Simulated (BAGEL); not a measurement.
# UHF/3-21G (density fitting with qzvpp-jkfit) run of Si2H5SO (SMILES O[SiH2]S[SiH2])

Aim: the energy change on altering one bond length of Si2H5SO at UHF/3-21G (density fitting with qzvpp-jkfit), from 2 runs. 

The results are computed with BAGEL 1.2.2.

1 further run of the same task is left out (set aside as unsound or not needed). Runs told in other sessions of the task aren't counted.

## Step 1: The structure to begin with

Si2H5SO has 9 atoms, charge 0, and is taken as a doublet. SMILES: `O[SiH2]S[SiH2]`. Geometry: relaxed at PBE0-D4/def2-TZVP. This is one conformer, not always the lowest.

Bond lengths: O1–Si2 1.638 Å, Si2–S3 2.143 Å, S3–Si4 2.129 Å, O1–H5 0.959 Å, Si2–H6 1.486 Å, Si2–H7 1.476 Å, Si4–H8 1.495 Å, Si4–H9 1.489 Å. Some angles: O1–Si2–S3 112.9°, Si2–S3–Si4 97.0°, O1–Si2–H6 111.4°, O1–Si2–H7 105.8°, S3–Si2–H6 107.3°, S3–Si2–H7 107.2°, Si2–O1–H5 118.0°, S3–Si4–H8 110.2°, S3–Si4–H9 107.5°, H6–Si2–H7 112.2°.

## Step 2: The energy at UHF/3-21G (density fitting with qzvpp-jkfit)

Input file hf.json:

```json
{ "bagel": [

{
  "title": "molecule",
  "basis": "3-21g",
  "df_basis": "qzvpp-jkfit",
  "angstrom": true,
  "geometry": [
    { "atom": "O", "xyz": [      -0.385500,       1.720800,      -1.014500 ] },
    { "atom": "Si", "xyz": [      -1.120700,       0.633400,      -0.034100 ] },
    { "atom": "S", "xyz": [      -0.625100,      -1.394800,      -0.517500 ] },
    { "atom": "Si", "xyz": [       1.124200,      -1.529200,       0.689200 ] },
    { "atom": "H", "xyz": [       0.572500,       1.717100,      -1.051200 ] },
    { "atom": "H", "xyz": [      -0.753500,       0.852100,       1.388900 ] },
    { "atom": "H", "xyz": [      -2.569300,       0.796000,      -0.266700 ] },
    { "atom": "H", "xyz": [       1.867700,      -0.232000,       0.666700 ] },
    { "atom": "H", "xyz": [       1.978000,      -2.609700,       0.122200 ] }
  ]
},

{ "title": "uhf", "charge": 0, "nopen": 1 },

{ "title": "print", "file": "orbitals.molden", "orbitals": true }

]}
```

The run is started by

```sh
$ BAGEL_NUM_THREADS=1 BAGEL hf.json > hf.out
```

Standard output:

```text
* using 1 threads per process

  ===============================================================
  ===============================================================

  *** Geometry ***

  { "atom" : "O", "xyz" : [     -0.728489,      3.251841,     -1.917127 ] },
  { "atom" : "Si", "xyz" : [     -2.117816,      1.196953,     -0.064440 ] },
  { "atom" : "S", "xyz" : [     -1.181268,     -2.635790,     -0.977933 ] },
  { "atom" : "Si", "xyz" : [      2.124430,     -2.889769,      1.302399 ] },
  { "atom" : "H", "xyz" : [      1.081868,      3.244849,     -1.986480 ] },
  { "atom" : "H", "xyz" : [     -1.423909,      1.610236,      2.624641 ] },
  { "atom" : "H", "xyz" : [     -4.855273,      1.504222,     -0.503990 ] },
  { "atom" : "H", "xyz" : [      3.529441,     -0.438416,      1.259880 ] },
  { "atom" : "H", "xyz" : [      3.737878,     -4.931618,      0.230925 ] },

  Number of auxiliary basis functions:      551

  Since a DF basis is specified, we compute 2- and 3-index integrals:
    o Being stored without compression. Storage requirement is 0.015 GB

  Number of basis functions:       58
  Number of electrons      :       57

    * METHOD: MOLECULE                             0.25

  *** Open-shell HF ***

  === Nuclear Repulsion ===
   274.4954556963

      * DIIS with orbital gradients will be used.

  === UHF iteration (3-21g) ===
      0      -1047.60150957          0.03961133           0.16
      1      -1047.69622782          0.02364432           0.15
      2      -1047.71901306          0.01490774           0.15
      3      -1047.73127811          0.00083156           0.15
      4      -1047.73159172          0.00032950           0.15
      5      -1047.73166387          0.00013782           0.15
      6      -1047.73169546          0.00003708           0.15
      7      -1047.73170184          0.00001335           0.15
      8      -1047.73170323          0.00000655           0.16
      9      -1047.73170371          0.00000324           0.15
     10      -1047.73170379          0.00000144           0.15
     11      -1047.73170380          0.00000065           0.15
     12      -1047.73170380          0.00000027           0.16
     13      -1047.73170380          0.00000014           0.15
     14      -1047.73170380          0.00000007           0.16
     15      -1047.73170380          0.00000004           0.16
     16      -1047.73170380          0.00000002           0.15
     17      -1047.73170380          0.00000001           0.15
    * SCF iteration converged.

    * S^2 (UHF) is 0.7536

    * Permanent dipole moment:
           (   -0.927822,    -0.315814,    -0.906556) a.u.

    * METHOD: UHF                                  2.94

    * METHOD: PRINT                                0.01

  ===============================================================
```

Run time: 3.6 s. Hardware: 1 thread of Arm Neoverse V2, shared host; peak memory 0.1 GiB.

## Step 3: The distorted shape at the same level

Input file hf.json:

```json
{ "bagel" : [

{
  "title" : "molecule",
  "basis" : "3-21g",
  "df_basis" : "qzvpp-jkfit",
  "angstrom" : true,
  "geometry" : [
    { "atom" : "O", "xyz" : [      -0.164956,       2.046996,      -1.308599 ] },
    { "atom" : "Si", "xyz" : [      -1.120700,       0.633400,      -0.034100 ] },
    { "atom" : "S", "xyz" : [      -0.625100,      -1.394800,      -0.517500 ] },
    { "atom" : "Si", "xyz" : [       1.124200,      -1.529200,       0.689200 ] },
    { "atom" : "H", "xyz" : [       0.793044,       2.043296,      -1.345299 ] },
    { "atom" : "H", "xyz" : [      -0.753500,       0.852100,       1.388900 ] },
    { "atom" : "H", "xyz" : [      -2.569300,       0.796000,      -0.266700 ] },
    { "atom" : "H", "xyz" : [       1.867700,      -0.232000,       0.666700 ] },
    { "atom" : "H", "xyz" : [       1.978000,      -2.609700,       0.122200 ] }
  ]
},

{
  "title" : "uhf",
  "nopen" : 1
},

{
  "title" : "print",
  "file" : "orbitals.molden",
  "orbitals" : true
}

]}
```

The run is started by

```sh
$ BAGEL_NUM_THREADS=1 BAGEL hf.json > hf.out
```

Standard output:

```text
* using 1 threads per process

  ===============================================================
  ===============================================================

  *** Geometry ***

  { "atom" : "O", "xyz" : [     -0.311722,      3.868262,     -2.472894 ] },
  { "atom" : "Si", "xyz" : [     -2.117816,      1.196953,     -0.064440 ] },
  { "atom" : "S", "xyz" : [     -1.181268,     -2.635790,     -0.977933 ] },
  { "atom" : "Si", "xyz" : [      2.124430,     -2.889769,      1.302399 ] },
  { "atom" : "H", "xyz" : [      1.498636,      3.861270,     -2.542247 ] },
  { "atom" : "H", "xyz" : [     -1.423909,      1.610236,      2.624641 ] },
  { "atom" : "H", "xyz" : [     -4.855273,      1.504222,     -0.503990 ] },
  { "atom" : "H", "xyz" : [      3.529441,     -0.438416,      1.259880 ] },
  { "atom" : "H", "xyz" : [      3.737878,     -4.931618,      0.230925 ] },

  Number of auxiliary basis functions:      551

  Since a DF basis is specified, we compute 2- and 3-index integrals:
    o Being stored without compression. Storage requirement is 0.015 GB

  Number of basis functions:       58
  Number of electrons      :       57

    * METHOD: MOLECULE                             0.25

  *** Open-shell HF ***

  === Nuclear Repulsion ===
   260.9303200913

      * DIIS with orbital gradients will be used.

  === UHF iteration (3-21g) ===
      0      -1047.47111175          0.04786010           0.15
      1      -1047.57202356          0.03719263           0.15
      2      -1047.61644928          0.02882903           0.15
      3      -1047.66452876          0.00159400           0.15
      4      -1047.66513923          0.00052872           0.15
      5      -1047.66528258          0.00021672           0.15
      6      -1047.66531330          0.00006308           0.15
      7      -1047.66532246          0.00002329           0.15
      8      -1047.66532463          0.00001229           0.15
      9      -1047.66532563          0.00000583           0.15
     10      -1047.66532588          0.00000274           0.15
     11      -1047.66532594          0.00000118           0.15
     12      -1047.66532599          0.00000052           0.15
     13      -1047.66532602          0.00000030           0.15
     14      -1047.66532605          0.00000021           0.16
     15      -1047.66532608          0.00000014           0.15
     16      -1047.66532611          0.00000011           0.15
     17      -1047.66532614          0.00000008           0.15
     18      -1047.66532616          0.00000007           0.15
     19      -1047.66532618          0.00000004           0.15
     20      -1047.66532619          0.00000003           0.15
     21      -1047.66532619          0.00000002           0.15
     22      -1047.66532619          0.00000000           0.15
    * SCF iteration converged.

    * S^2 (UHF) is 0.7536

    * Permanent dipole moment:
           (   -0.680472,     0.102768,    -1.221988) a.u.

    * METHOD: UHF                                  3.64

    * METHOD: PRINT                                0.01

  ===============================================================
```

Run time: 4.2 s. Hardware: 1 thread of Arm Neoverse V2, shared host; peak memory 0.1 GiB.

## Step 4: Results

At UHF/3-21G (density fitting with qzvpp-jkfit):

```
                                                          quantity           value
                                         first shape: total energy  -1047.73170 Eh
                                        first shape: dipole moment          3.39 D
                                                 first shape: ⟨S²⟩           0.754
                                     distorted shape: total energy  -1047.66533 Eh
                                    distorted shape: dipole moment          3.56 D
                                             distorted shape: ⟨S²⟩           0.754
energy change with the O1–Si2 bond stretched from 1.638 to 2.130 Å        1.806 eV
```

In words: With the O1–Si2 bond stretched from 1.638 to 2.130 Å the energy rises by 1.81 eV (42 kcal/mol). The first shape isn't relaxed at this level, so the change isn't measured from a minimum.
